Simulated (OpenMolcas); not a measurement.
**A workflow on C3H12AlN (SMILES C[N+](C)(C)[AlH3-])**

Aim: the energy (HF/ANO-R0), then a single-point energy (CASSCF(2,2)/ANO-R1), then an energy scan (CASPT2(2,2)/ANO-R1), then an energy scan (SC-NEVPT2(2,2)/ANO-R1), then the energy along one coordinate (MC-PDFT[tPBE](2,2)/ANO-R1) of C3H12AlN. 

The results are computed with OpenMolcas 26.06.

**1. Starting point**

C3H12AlN: 17 atoms, total charge 0, spin state singlet. As SMILES, `C[N+](C)(C)[AlH3-]`. Geometry: relaxed at PBE0-D4/def2-TZVP.

Bond lengths: C1–N2 1.467 Å, N2–C3 1.467 Å, N2–C4 1.467 Å, N2–Al5 2.053 Å, C1–H6 1.090 Å, C1–H7 1.096 Å, C1–H8 1.090 Å, C3–H9 1.090 Å, C3–H10 1.090 Å, C3–H11 1.096 Å, C4–H12 1.090 Å, C4–H13 1.096 Å, C4–H14 1.090 Å, Al5–H15 1.606 Å, Al5–H16 1.606 Å, Al5–H17 1.606 Å. Some angles: C1–N2–C3 110.1°, C1–N2–C4 110.1°, C1–N2–Al5 108.8°, C3–N2–C4 110.1°, C3–N2–Al5 108.8°, C4–N2–Al5 108.8°, N2–C1–H6 109.2°, N2–C1–H7 110.6°, N2–C1–H8 109.2°, N2–C3–H9 109.2°.

**2. A single-point energy at HF/ANO-R0 (sfX2C) (run 1)**

File geom.xyz:

```xyz
17

C     -0.410030     0.333490    -1.422360
N      0.091540    -0.040900    -0.095470
C      1.374430     0.621560     0.164800
C      0.248370    -1.496930    -0.007280
Al    -1.266110     0.565730     1.320390
H     -0.544290     1.414480    -1.463590
H      0.293440     0.022320    -2.203250
H     -1.374660    -0.145770    -1.589950
H      1.721230     0.353090     1.162760
H      1.236220     1.701960     0.121050
H      2.123090     0.318450    -0.576240
H      0.596680    -1.760740     0.991400
H      0.969260    -1.853650    -0.751970
H     -0.717070    -1.973220    -0.178530
H     -1.270920     2.146180     1.036030
H     -2.552060    -0.268800     0.842230
H     -0.519120     0.062750     2.649950
```

File step1.input:

```
&GATEWAY
  Coord = geom.xyz
  Basis = ANO-R0
  Group = NoSym

&SEWARD

&SCF
  PrOrbitals = 0

&LOCALISATION
  Occupied
  Freeze
  Pipek-Mezey

&LOCALISATION
  FileOrb = $Project.LocOrb
  Virtual
  Pipek-Mezey
```

Launch:

```
$ export MOLCAS_MEM=1860
$ pymolcas step1.input > step1.log
```

What it wrote:

```text
--- Start Module: gateway ---
[...]
--- Stop Module: gateway /rc=_RC_ALL_IS_WELL_ ---
[...]
      Basis functions           41
[...]
       Convergence after  10 Iterations
[...]
::    Total SCF energy                               -416.4515341803
[...]
      Total spin, S                                     0.0000000000
[...]
      Total electronic charge=   50.000000
      Total            charge=   -0.000000
[...]
      Dipole Moment (debye):
      Origin of the operator (angstrom)=   -0.2062    0.0921    0.2150
                   X=  4.5931E+00               Y= -2.0523E+00               Z= -4.7898E+00           Total=  6.9462E+00
      Quadrupole Moment (debye*angstrom):
[...]
--- Start Module: localisation ---
[...]
--- Stop Module: localisation /rc=_RC_ALL_IS_WELL_ ---
--- Start Module: localisation ---
[...]
--- Stop Module: localisation /rc=_RC_ALL_IS_WELL_ ---
[...]
```

Run time: 25 s. Hardware: 1 thread of Intel Xeon at 2.50GHz (Skylake/Cascade Lake), shared host; peak memory 0.39 GiB.

**3. A single-point energy at CASSCF(2,2)/ANO-R1 (sfX2C, RICD fitting) (run 2)**

geom.xyz is that of step 2.

File step2.inp:

```
>>> EXPORT MOLCAS_PRINT=2

&GATEWAY
  COORD
  geom.xyz
  BASIS
  ANO-R0
  GROUP
  NoSym

&SEWARD

&RASSCF
  FILEORB
  $CurrDir/step1.LocOrb
  ALTER
  2
  1 24 25
  1 26 30
  SPIN
  1
  NACTEL
  2 0 0
  INACTIVE
  24
  RAS2
  2
  ORBLISTING
  Nothing
>>> COPY $Project.RunFile RUNFIL1
>>> COPY $Project.RasOrb INPORB

&GATEWAY
  COORD
  geom.xyz
  BASIS
  ANO-R1
  GROUP
  NoSym
  RICD

&SEWARD
>>> COPY $Project.RunFile RUNFIL2

&EXPBAS

&RASSCF
  FILEORB
  $Project.ExpOrb
  SPIN
  1
  NACTEL
  2 0 0
  INACTIVE
  24
  RAS2
  2
  ORBLISTING
  Nothing
```

Launch:

```
$ export MOLCAS_MEM=1860
$ pymolcas step2.inp > step2.log
```

What it wrote:

```text
--- Start Module: gateway ---
[...]
--- Stop Module: gateway /rc=_RC_ALL_IS_WELL_ ---
[...]
      Basis functions           41
[...]
      Number of active orbitals                  2
[...]
      Spin quantum number                      0.0
[...]
      Active orbitals                            2
[...]
      Number of CSFs                             3
[...]
      Number of root(s) required                 1
[...]
      Convergence after  9 iterations
[...]
      printout of CI-coefficients larger than  0.05 for root  1
      energy=    -416.458388
      conf/sym  11     Coeff  Weight
             1  20   0.99586 0.99174
             3  02  -0.09086 0.00826
      Natural orbitals and occupation numbers for root  1
      sym 1:   1.983490   0.016510
      ************************************************************************************************************************
      *                                                    Final results                                                     *
[...]
::    RASSCF root number  1 Total energy:   -416.45838796
[...]
      Basis functions          134
[...]
--- Start Module: expbas ---
[...]
--- Stop Module: expbas /rc=_RC_ALL_IS_WELL_ ---
--- Start Module: rasscf ---
[...]
      Convergence after 13 iterations
[...]
      Natural orbitals and occupation numbers for root  1
      sym 1:   1.978083   0.021917
      ************************************************************************************************************************
      *                                                    Final results                                                     *
[...]
::    RASSCF root number  1 Total energy:   -417.50136366
[...]
      Total electronic charge=   50.000000
      Total            charge=   -0.000000
[...]
      Dipole Moment (debye):
      Origin of the operator (angstrom)=   -0.2062    0.0921    0.2150
                   X=  3.9974E+00               Y= -1.6629E+00               Z= -4.1914E+00           Total=  6.0259E+00
      Quadrupole Moment (debye*angstrom):
[...]
--- Stop Module: rasscf /rc=_RC_ALL_IS_WELL_ ---
[...]
```

It took 1.7 min on 1 thread of Intel Xeon at 2.50GHz (Skylake/Cascade Lake), shared host; peak memory 0.38 GiB.

**4. The energy along one coordinate at CASPT2(2,2)/ANO-R1 (sfX2C, RICD fitting, ipea shift 0.25 Eh, pt2 variant SS) (run 3)**

File step3.input:

```
* C3H12AlN CASPT2
>>> COPY $CurrDir/step2.RasOrb $Project.RasOrb
>>> ForEach K in (1, 2, 3, 4, 5, 6, 7, 8, 9)
&GATEWAY
Coord=$CurrDir/point$K.xyz
Basis=ANO-R1
Group=NoSym
RICD
&SEWARD
&RASSCF
FileOrb=$Project.RasOrb
Spin=1
Nactel=2 0 0
Inactive=24
Ras2=2
OrbListing=Nothing
&CASPT2
Imaginary=0.2
Frozen=9
>>> EndDo
```

Launch:

```
$ export MOLCAS_MEM=1860
$ pymolcas step3.input > step3.log
```

What it wrote:

```text
[...]
      Basis functions          134
[...]
      Number of active orbitals                  2
[...]
      Spin quantum number                      0.0
[...]
      Active orbitals                            2
[...]
      Number of CSFs                             3
[...]
      Number of root(s) required                 1
[...]
      Convergence after 11 iterations
[...]
      Natural orbitals and occupation numbers for root  1
      sym 1:   1.982084   0.017916
      ************************************************************************************************************************
      *                                                    Final results                                                     *
[...]
::    RASSCF root number  1 Total energy:   -417.49374452
[...]
::    CASPT2 Root  1     Total energy:   -418.19743168
[...]
      Convergence after 10 iterations
[...]
      Natural orbitals and occupation numbers for root  1
      sym 1:   1.978078   0.021922
      ************************************************************************************************************************
      *                                                    Final results                                                     *
[...]
      Convergence after 10 iterations
[...]
      Natural orbitals and occupation numbers for root  1
      sym 1:   1.864978   0.135022
      ************************************************************************************************************************
      *                                                    Final results                                                     *
[...]
      Convergence after 11 iterations
[...]
      Natural orbitals and occupation numbers for root  1
      sym 1:   1.742533   0.257467
      ************************************************************************************************************************
      *                                                    Final results                                                     *
[...]
      Convergence after 12 iterations
[...]
      Natural orbitals and occupation numbers for root  1
      sym 1:   1.489249   0.510751
      ************************************************************************************************************************
      *                                                    Final results                                                     *
[...]
::    RASSCF root number  1 Total energy:   -417.38296712
[...]
::    CASPT2 Root  1     Total energy:   -418.07624833
[...]
      Convergence after 10 iterations
[...]
::    RASSCF root number  1 Total energy:   -417.37525777
[...]
::    CASPT2 Root  1     Total energy:   -418.06702178
[...]
```

Wall time 12 min (1 thread of Intel Xeon at 2.50GHz (Skylake/Cascade Lake), shared host); peak memory 0.14 GiB.

The scan, from its lowest point:

```
H15–Al5 (Å)  energy (kJ/mol)
      1.445             17.3
      1.606              0.0
      1.766             12.4
      2.007             56.4
      2.328            127.6
      2.730            209.1
      3.212            281.6
      3.854            335.5
      4.818            359.7
```

**5. The energy along one coordinate at SC-NEVPT2(2,2)/ANO-R1 (sfX2C, RICD fitting, pt2 variant SC-NEVPT2) (run 4)**

File step4.inp:

```
* C3H12AlN NEVPT2
>>> EXPORT MOLCAS_PRINT=2
>>> COPY $CurrDir/step2.RasOrb $Project.RasOrb
>>> ForEach K in (1, 2, 3, 4, 5, 6, 7, 8, 9)
&gateway
coord = $CurrDir/point$K.xyz
basis = ANO-R1
group = NoSym
ricd
&seward
&rasscf
fileorb = $Project.RasOrb
spin = 1
nactel = 2 0 0
inactive = 24
ras2 = 2
orblisting = Nothing
&caspt2
sc-nevpt2
frozen = 9
>>> EndDo
```

Launch:

```
$ export MOLCAS_MEM=1860
$ pymolcas step4.inp > step4.log
```

What it wrote:

```text
[...]
      Basis functions          134
[...]
      Number of active orbitals                  2
[...]
      Spin quantum number                      0.0
[...]
      Active orbitals                            2
[...]
      Number of CSFs                             3
[...]
      Number of root(s) required                 1
[...]
      Convergence after 11 iterations
[...]
      printout of CI-coefficients larger than  0.05 for root  1
      energy=    -417.493745
      conf/sym  11     Coeff  Weight
             1  20   0.99551 0.99104
             3  02  -0.09465 0.00896
      Natural orbitals and occupation numbers for root  1
      sym 1:   1.982084   0.017916
      ************************************************************************************************************************
      *                                                    Final results                                                     *
[...]
::    RASSCF root number  1 Total energy:   -417.49374452
[...]
      E2 (Variational):          -0.7006017837
[...]
::    SC-NEVPT2 Root  1     Total energy:   -418.19431802
[...]
      Convergence after 10 iterations
[...]
      Natural orbitals and occupation numbers for root  1
      sym 1:   1.978078   0.021922
      ************************************************************************************************************************
      *                                                    Final results                                                     *
[...]
      Convergence after 10 iterations
[...]
      Natural orbitals and occupation numbers for root  1
      sym 1:   1.864978   0.135022
      ************************************************************************************************************************
      *                                                    Final results                                                     *
[...]
      Convergence after 11 iterations
[...]
      Natural orbitals and occupation numbers for root  1
      sym 1:   1.742533   0.257467
      ************************************************************************************************************************
      *                                                    Final results                                                     *
[...]
      Convergence after 12 iterations
[...]
::    RASSCF root number  1 Total energy:   -417.38296712
[...]
::    SC-NEVPT2 Root  1     Total energy:   -418.07529990
[...]
      Convergence after 10 iterations
[...]
::    RASSCF root number  1 Total energy:   -417.37525777
[...]
      E2 (Variational):          -0.6912639460
[...]
      Reference weight:           0.80949
[...]
::    SC-NEVPT2 Root  1     Total energy:   -418.06652171
[...]
```

It took 10 min on 1 thread of Intel Xeon at 2.50GHz (Skylake/Cascade Lake), shared host; peak memory 0.14 GiB.

The scan, from its lowest point:

```
H15–Al5 (Å)  energy (kJ/mol)
      1.445             17.4
      1.606              0.0
      1.766             12.1
      2.007             55.4
      2.328            125.7
      2.730            206.1
      3.212            277.5
      3.854            329.9
      4.818            352.9
```

**6. The energy along one coordinate at MC-PDFT[tPBE](2,2)/ANO-R1 (sfX2C, RICD fitting) (run 5)**

File step5.input:

```
* C3H12AlN MC-PDFT
>>> COPY $CurrDir/step2.RasOrb $Project.RasOrb
>>> ForEach K in (1, 2, 3, 4, 5, 6, 7, 8, 9)
&GATEWAY
Coord=$CurrDir/point$K.xyz
Basis=ANO-R1
Group=NoSym
RICD
&SEWARD
&RASSCF
FileOrb=$Project.RasOrb
Spin=1
Nactel=2 0 0
Inactive=24
Ras2=2
OrbListing=Nothing
&MCPDFT
KSDFT=T:PBE
>>> EndDo
```

Launch:

```
$ export MOLCAS_MEM=1860
$ pymolcas step5.input > step5.log
```

What it wrote:

```text
--- Start Module: gateway ---
[...]
      Basis functions          134
[...]
      Number of active orbitals                  2
[...]
      Spin quantum number                      0.0
[...]
      Active orbitals                            2
[...]
      Number of CSFs                             3
[...]
      Number of root(s) required                 1
[...]
      Convergence after 11 iterations
[...]
      printout of CI-coefficients larger than  0.05 for root  1
      energy=    -417.493745
      conf/sym  11     Coeff  Weight
             1  20   0.99551 0.99104
             3  02  -0.09465 0.00896
      Natural orbitals and occupation numbers for root  1
      sym 1:   1.982084   0.017916
      ************************************************************************************************************************
      *                                                    Final results                                                     *
[...]
::    RASSCF root number  1 Total energy:   -417.49374452
[...]
::    MCPDFT root number  1 Total energy:   -418.82881721
[...]
      Convergence after 10 iterations
[...]
      Natural orbitals and occupation numbers for root  1
      sym 1:   1.978078   0.021922
      ************************************************************************************************************************
      *                                                    Final results                                                     *
[...]
      Convergence after 10 iterations
[...]
      Natural orbitals and occupation numbers for root  1
      sym 1:   1.864978   0.135022
      ************************************************************************************************************************
      *                                                    Final results                                                     *
[...]
      Convergence after 11 iterations
[...]
      Natural orbitals and occupation numbers for root  1
      sym 1:   1.742533   0.257467
      ************************************************************************************************************************
      *                                                    Final results                                                     *
[...]
      Convergence after 12 iterations
[...]
::    RASSCF root number  1 Total energy:   -417.38296712
[...]
::    MCPDFT root number  1 Total energy:   -418.70896237
[...]
      Convergence after 10 iterations
[...]
::    RASSCF root number  1 Total energy:   -417.37525777
[...]
      Total electronic charge=   50.000000
      Total            charge=   -0.000000
[...]
::    MCPDFT root number  1 Total energy:   -418.69896012
[...]
```

Wall time 11 min (1 thread of Intel Xeon at 2.50GHz (Skylake/Cascade Lake), shared host); peak memory 0.097 GiB.

The scan, from its lowest point:

```
H15–Al5 (Å)  energy (kJ/mol)
      1.445             19.4
      1.606              0.0
      1.766             10.5
      2.007             52.2
      2.328            121.6
      2.730            201.5
      3.212            274.4
      3.854            334.1
      4.818            360.4
```

**7. Outcome**

| quantity | value |
| --- | --- |
| run 1, HF/ANO-R0: total energy | -416.45153 Eh |
| run 1, HF/ANO-R0: dipole moment | 6.95 D |
| run 1, HF/ANO-R0: HOMO energy | -12.25 eV |
| run 1, HF/ANO-R0: LUMO energy | 2.40 eV |
| run 1, HF/ANO-R0: HOMO–LUMO gap | 14.66 eV |
| run 2, CASSCF(2,2)/ANO-R1: total energy | -417.50136 Eh |
| run 2, CASSCF(2,2)/ANO-R1: dipole moment (CASSCF density) | 6.03 D |
| run 3, CASPT2(2,2)/ANO-R1: lowest energy of the scan | -418.20402 Eh |
| run 4, SC-NEVPT2(2,2)/ANO-R1: lowest energy of the scan | -418.20094 Eh |
| run 5, MC-PDFT[tPBE](2,2)/ANO-R1: lowest energy of the scan | -418.83622 Eh |

**Reading.** Mulliken charges (run 1, HF/ANO-R0) run from -0.76 on C1 to +0.97 on Al5. Mulliken charges (run 2, CASSCF(2,2)/ANO-R1) run from -0.36 on H16 to +0.71 on Al5; they depend strongly on the basis.
